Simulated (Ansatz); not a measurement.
# WCl+ (septet): the correlation ladder, def2-TZVPP

One table from this session's results is given with a row withheld; the runs are named, their logs left out.

Computed with Ansatz 0.2.0, Gaussian basis. Level: def2-TZVPP, core rule «outside noble gas», up to 9 orbitals frozen.

Plan: UHF; ROHF; CCSD(T) on UHF.

### What is computed

The geometry is a PBE0/def2-TZVP stationary point (not a proven minimum). No spin-orbit coupling is included. Elements past krypton take def2 core potentials.

2 atoms, charge 1, spin multiplicity 7.

Atoms are counted from 1 here; the program's logs count them from 0.

Bond lengths: W1–Cl2 2.513 Å.

Set-up of the first run:

Contents of in.yaml:

```yaml
crystal:
  periodic: [false, false, false]
  atoms:
    - {symbol: W, position_ang: [0.000000, 0.000000, 0.000000]}
    - {symbol: Cl, position_ang: [0.000000, 0.000000, 2.513200]}
basis:
  gaussian: {orbitals: def2-TZVPP}
total_charge: 1
magnetization: {spin_polarized: true, initial_magnetization: 6}
hamiltonian: {xc: hf}
output: {orbitals: {seedname: orbitals}}
```

Started as:

```bash
ansatz run in.yaml --threads 1 --pin off --events-out ev --progress --plain --max-ram 4096MiB --backend cpu
```

Steps of the session up to this table: UHF; ROHF; CCSD(T) on UHF.

One table of the session follows, with a row left open; its other results are not shown here.

```
  method  from UCCSD(T) (meV)
    ROHF                    ?
     UHF              +7154.9
    UMP2              +1056.3
   UCCSD               +235.1
UCCSD(T)                    0
```

Estimate the missing values for ROHF.

**Answer.** from UCCSD(T) (meV): +7466.0. In the column «from UCCSD(T) (meV)» it is the highest.
